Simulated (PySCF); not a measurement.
**TaF₃: singlet, from a trigonal planar start**

Where does singlet TaF₃ go from a trigonal planar start, is the end point a minimum, and what are its modes, charges and moments?

Method: B3LYP, basis Ta def2-SVP with ECP60, F def2-SVP, scalar-relativistic core potentials, no spin–orbit coupling, density fitting; program: PySCF 2.14.0.

### 1 Starting geometry

4 atoms, charge 0, spin multiplicity 1.

Bond lengths: Ta1–F2 2.100 Å, Ta1–F3 2.100 Å, Ta1–F4 2.100 Å. Angles: F2–Ta1–F3 120.0°, F2–Ta1–F4 120.0°, F3–Ta1–F4 120.0°.

Coordinates in bohr (charge 0 multiplicity 1):
```
Ta    0.0000    0.0000    0.0000
F     3.9685    0.0000    0.0000
F    -1.9842    3.4368    0.0000
F    -1.9843   -3.4368    0.0000
```

### 2 Relaxation: trigonal planar start, singlet

The steps below are one call of a driver around PySCF. For each, scf.py gives the equivalent set-up of the SCF; relaxations use the driver's own optimiser. Before each start the driver seeks the lowest SCF state from one or more starting densities and follows internal instabilities, so scf.py alone need not reach the same state.

The program finds D3h symmetry in the start, which this walk keeps. Threshold on the gradient: 0.0003 Eh/bohr, with a further test on the energy change.

The input, scf.py:

```python
from pyscf import gto, scf, dft
mol = gto.M(atom='''
Ta    -0.000000     0.000000    -0.000000
F      2.100027    -0.000023    -0.000000
F     -1.049993     1.818688     0.000000
F     -1.050034    -1.818665    -0.000000''',
    basis={'Ta': 'def2-SVP', 'F': 'def2-SVP'},
    ecp={'Ta': 'def2-SVP'},
    charge=0, spin=0)
mf = dft.RKS(mol, xc='B3LYP')
mf.grids.atom_grid = (50, 194)
aux = {'Ta': 'def2-universal-JKFIT', 'F': 'def2-universal-JKFIT'}
mf = mf.density_fit(auxbasis=aux)
mf.kernel()
```

After this run come: Relaxing without the symmetry constraint; Frequencies.

Before running it: what results should come out? Wanted: minimum; geometry; wavenumbers; dipole moment; highest occupied, lowest empty level; polar-tensor charge of Ta1; zero-point energy; atomisation energy.

The runs gave:

```
                                 quantity                                      value
                                  minimum                               singlet, D3h
                                 geometry      Ta–F 1.854 Å (×3); F–Ta–F 120.0° (×3)
                       wavenumbers (cm⁻¹)  151 (a2''), 158 (e'), 721 (a1'), 732 (e')
                            dipole moment                                     0.00 D
     highest occupied, lowest empty level                            -5.84, -2.64 eV
               polar-tensor charge of Ta1                                    +1.41 e
                        zero-point energy                                15.9 kJ/mol
                      entropy at 298.15 K                            306.9 J/(mol K)
atomisation energy (no zero-point energy)                                1867 kJ/mol
```

What this shows: The trigonal planar start keeps its D3h symmetry and ends in a minimum. The strongest infrared band lies at 732 cm⁻¹ (e', stretch). Ta1 has a polar-tensor charge of +1.4 e (a dipole derivative, not a static charge), yet symmetry cancels the bond dipoles. Only this shape and spin were tried, so other structures or states may lie lower. Spin–orbit coupling, left out here, can matter for elements this heavy.
